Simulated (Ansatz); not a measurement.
# InH3 (SMILES [InH3]): wB97X/def2-TZVP (core potential)

What is the electronic atomisation energy of InH3 at wB97X/def2-TZVP (core potential)? 

The results are computed with Ansatz 0.2.0.

32 further runs of the same task are left out: 3 that didn't finish, 29 set aside as unsound or not needed.

## (1) The system as given

InH3 has 4 atoms, charge 0, and is taken as a singlet. SMILES: `[InH3]`. The shape is that of a PBE0-D4/def2-TZVP optimisation.

Bond lengths: In1–H2 1.724 Å, In1–H3 1.724 Å, In1–H4 1.724 Å. Angles: H2–In1–H3 120.0°, H2–In1–H4 120.0°, H3–In1–H4 120.0°.

## (2) A single-point energy at wB97X/def2-TZVP (core potential)

in.yaml

```yaml
crystal:
  periodic: [false, false, false]
  atoms:
    - {symbol: In, position_ang: [0.013900, -0.015100, -0.005100]}
    - {symbol: H, position_ang: [0.415500, 1.516000, 0.678200]}
    - {symbol: H, position_ang: [-1.095600, -0.107300, -1.321400]}
    - {symbol: H, position_ang: [0.721800, -1.454000, 0.628000]}
basis:
  gaussian: {orbitals: def2-TZVP}
total_charge: 0
hamiltonian: {xc: {name: wB97X}}
accuracy: high
output: {orbitals: {seedname: orbitals}}
```

Started as:

```console
$ ansatz run in.yaml --threads 1 --pin off --max-ram 3480MiB --events-out events.jsonl --progress --plain --runs-dir runs
```

Standard output:

```text
Warning: RAYON_NUM_THREADS=1 ignored (pool sized by the plan → 1); use --threads N
Functional definition: wB97X
  name "wB97X"
  parameter omega = 0.3/bohr
  parameter cx = 0.157706
  parameter cx1 = 0.726479
  parameter cx2 = 1.04760
  parameter cx3 = -5.70635
  parameter cx4 = 13.2794
  parameter css1 = -4.33879
  parameter css2 = 18.2308
  parameter css3 = -31.7430
  parameter css4 = 17.2901
  parameter cos1 = 2.37031
  parameter cos2 = -11.3995
  parameter cos3 = 6.58405
  parameter cos4 = -3.78132
  exchange = spin_sum(e_x_unif_sr(omega)*poly(b97_u_x, 1 - cx, cx1, cx2, cx3, cx4)) + cx*exact_x_sr(omega)
      + exact_x_lr(omega)
  correlation = spin_sum(e_c_pw_same_spin*poly(b97_u_same, 1, css1, css2, css3, css4))
      + integral(e_c_pw_opposite_spin*poly(b97_u_opposite, 1, cos1, cos2, cos3, cos4))
1334 factors; integrals over basis functions are off by at most 2.7e-9 eV
300 factors; integrals over basis functions are off by at most 2.4e-9 eV
mean field evaluation 1: about -5222.3423 eV, gradient 1.1e1 eV
mean field evaluation 2: about -5222.6599 eV, gradient 5.5e0 eV
mean field evaluation 4: about -5222.7135 eV, gradient 1.8e-1 eV
mean field evaluation 8: about -5222.7061 eV, gradient 4.7e-3 eV
mean field evaluation 16: about -5222.7061 eV, gradient 1.7e-7 eV
mean field -5222.70605511 eV, -191.9309074482 hartree, gradient 6.1e-8 eV, S^2 0.000000; 0 other end points of the search recorded, 0 dependent functions left out
reference -5222.70605104 eV, -191.9309072984 hartree; 12, 12 occupied and 56, 56 virtual orbitals, 1334 factors
Total energy: -5222.70605104 eV, -191.9309072984 hartree
```

Run time: 11 s. Hardware: 1 thread of Arm Neoverse V2, shared host; peak memory 0.3 GiB.

## (3) The H atom

input.yaml

```yaml
crystal:
  periodic: [false, false, false]
  atoms:
    - {symbol: H, position_ang: [0.000000, 0.000000, 0.000000]}
basis:
  gaussian: {orbitals: def2-TZVP}
total_charge: 0
magnetization: {spin_polarized: true, initial_magnetization: 1}
hamiltonian: {xc: {name: wB97X}}
accuracy: high
```

Started as:

```console
$ ansatz run input.yaml --threads 1 --pin off --max-ram 3480MiB --events-out events.jsonl --progress --plain --runs-dir runs
```

Standard output, shortened:

```text
Warning: RAYON_NUM_THREADS=1 ignored (pool sized by the plan → 1); use --threads N
[... 2 set-up lines as earlier in the session ...]
[...]
      + exact_x_lr(omega)
[...]
      + integral(e_c_pw_opposite_spin*poly(b97_u_opposite, 1, cos1, cos2, cos3, cos4))
21 factors; integrals over basis functions are off by at most 4.9e-8 eV
19 factors; integrals over basis functions are off by at most 1.0e-9 eV
[...]
mean field -13.64358533 eV, -0.5013925129 hartree, gradient 8.2e-9 eV, S^2 0.750000; 0 other end points of the search recorded, 0 dependent functions left out
reference -13.64358558 eV, -0.5013925221 hartree; 1, 0 occupied and 5, 6 virtual orbitals, 21 factors
Total energy: -13.64358558 eV, -0.5013925221 hartree
```

It took 0.5 s on 1 thread of Arm Neoverse V2, shared host.

## (4) The In atom

job.yaml

```yaml
crystal:
  periodic: [false, false, false]
  atoms:
    - {symbol: In, position_ang: [0.000000, 0.000000, 0.000000]}
basis:
  gaussian: {orbitals: def2-TZVP}
magnetization: {spin_polarized: true, initial_magnetization: 1}
hamiltonian: {xc: {name: wB97X}}
accuracy: high
```

Run the same way, it converges to -190.14434 Eh (log not shown).

## (5) Outcome

At wB97X/def2-TZVP (core potential):

| quantity | value |
| --- | --- |
| molecule: total energy | -191.93091 Eh |
| molecule: HOMO energy | -10.57 eV |
| molecule: LUMO energy | -0.15 eV |
| molecule: HOMO–LUMO gap | 10.43 eV |
| H atom: total energy | -0.50139 Eh |
| H atom: ⟨S²⟩ | 0.750 |
| In atom: total energy | -190.14434 Eh |
| In atom: ⟨S²⟩ | 0.752 |
| electronic atomisation energy | 7.684 eV |

What this shows: Taking the molecule apart into free atoms costs 7.68 eV (741 kJ/mol), before zero-point energy and without spin-orbit coupling.
